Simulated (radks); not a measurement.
**Se²⁻ held by a Watson sphere**

The task here is to estimate one member of a computed series from the others.

Program: radks (a radial shooting solver on a logarithmic mesh, Libxc functionals) version 1. Level of theory: scalar-relativistic Kohn-Sham, LB94 model potential, spin-polarised, spherical densities, finite nucleus. These are calculated values, not measurements, unless marked.

## Starting point

- element: selenium (Z = 34)
- charge: -2
- electrons: 36
- configuration: [Kr]
- nuclear rms radius: 4.14 fm

The outer shells:

Se²⁻
```
[Ar] core
3d [↑↓][↑↓][↑↓][↑↓][↑↓]
4s [↑↓]
4p [↑↓][↑↓][↑↓]
```

LB94 adds a gradient term to the LDA potential that gives it a −1/r tail. It is a model potential with no energy functional, so Etot and Exc are not given.

Set-up of the first run:

The run's settings:

```text
Z 34
configuration [Kr]
relativity scalar-relativistic
functional lda,pw
model_potential LB94
spin polarised
nucleus finite rms 4.14 fm
c 137.035999084
watson charge 2 radius 2.63 bohr
response adiabatic LDA kernel
```

On the command line:

```bash
python run_ks.py task.json out
```

The same process makes all the runs of this session.

Among the steps run: R = 2.63 bohr; R = 3.76 bohr; R = 4.01 bohr; R = 4.16 bohr; R = 4.52 bohr; R = 5.21 bohr.

One table of the session follows, with a row left open; its other results are not shown here.

```
R (bohr)  highest level (eV)  its <r> (bohr)  sum of <r²> (bohr²)  α (bohr³)
    2.63             -11.190           2.375                55.89      36.77
    3.76                   ?               ?                    ?          ?
    4.01              -8.169           2.627                66.52      72.02
    4.16              -7.895           2.646                67.47      76.81
    4.52              -7.280           2.689                69.63      89.02
    5.21              -6.256           2.756                73.32      115.4
```

Estimate the missing values for R (bohr) = 3.76.

Worked estimate for «highest level (eV)». A straight line through the neighbours (2.63, -11.190) and (4.01, -8.169) gives -11.190 + (-8.169 + 11.190) × (3.76 − 2.63) / (4.01 − 2.63) = -8.716; a parabola fitted to 3 rows on both sides gives -8.649.

The run gave: highest level (eV): -8.650; its <r> (bohr): 2.591; sum of <r²> (bohr²): 64.84; α (bohr³): 64.45. In «highest level (eV)» the line misses by -0.066 and the parabola by +0.001.

A wider sphere makes a shallower well, so the ion swells.
